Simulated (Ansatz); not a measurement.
# EuBrO: the cost of one run

Method: DFT LDA+U (U_eff = 7 eV on Eu f), plane waves, PAW, no spin–orbit coupling unless a run says so, in Ansatz 0.2.0.

1 further run of the same task is left out (it didn't finish).

## (1) Starting point

Symmetry: P4/nmm, No. 129, tetragonal system. The conventional cell has a = 4.121 Å, b = 4.121 Å, c = 7.266 Å, α = 90.00°, β = 90.00°, γ = 90.00°. Eu (site symmetry 4mm) has 4 O at 2.55 Å and 5 Br at 3.10 to 3.23 Å as nearest neighbours. O (site symmetry -4m2) has 4 Eu at 2.55 Å as nearest neighbours. Br (site symmetry 4mm) is surrounded by 5 Eu at 3.10 to 3.23 Å.

Structure file:

```
Eu O Br
1.0
     4.12131    0.00000    0.00000
     0.00000    4.12131    0.00000
     0.00000    0.00000    7.26594
Eu O Br
2 2 2
Direct
  0.50000 0.00000 0.20580
  0.00000 0.50000 0.79420
  0.00000 0.00000 0.00000
  0.50000 0.50000 0.00000
  0.50000 0.00000 0.64970
  0.00000 0.50000 0.35030
```

Magnetic order typed: ferromagnetic.

## (2) From atoms, symmetry kept, no search

File input.yaml:

```yaml
crystal:
  lattice:
    - [4.12130988, 0.0, 0.0]
    - [0.0, 4.12130988, 0.0]
    - [0.0, 0.0, 7.2659395]
  atoms:
    - { symbol: Eu, position: [0.5, 0.0, 0.2058], spin: 6.0 }
    - { symbol: Eu, position: [0.0, 0.5, 0.7942], spin: 6.0 }
    - { symbol: O, position: [0.0, 0.0, 0.0] }
    - { symbol: O, position: [0.5, 0.5, 0.0] }
    - { symbol: Br, position: [0.5, 0.0, 0.6497] }
    - { symbol: Br, position: [0.0, 0.5, 0.3503] }
basis:
  ecutwfc: 420
  ecutrho_ratio: 4
kpoints:
  mp_grid: { grid: [5, 5, 3] }
hamiltonian:
  xc: lda
  hubbard:
    sites: [{ site: 0, l: f, u_eff: 7.0 }, { site: 1, l: f, u_eff: 7.0 }]
scf:
  occupations: { method: gaussian, width: 0.05 }
  lower_state_search: "off"
  max_iter: 150
output:
  forces: true
  stress: true
  eigenvalues: true
  populations: true
  hubbard: { sites: [{ site: 0, l: f }, { site: 1, l: f }] }
magnetization:
  spin_polarized: true
```

The run is started by

```
> ansatz run input.yaml --threads 4 --pin off --max-ram 6144MiB --backend cpu --events-out ev --progress --plain --runs-dir out
```

Q: Estimate wall time and peak memory on 4 threads of Arm Neoverse V1, shared host.

About 11 s, with a peak of 0.55 GiB.
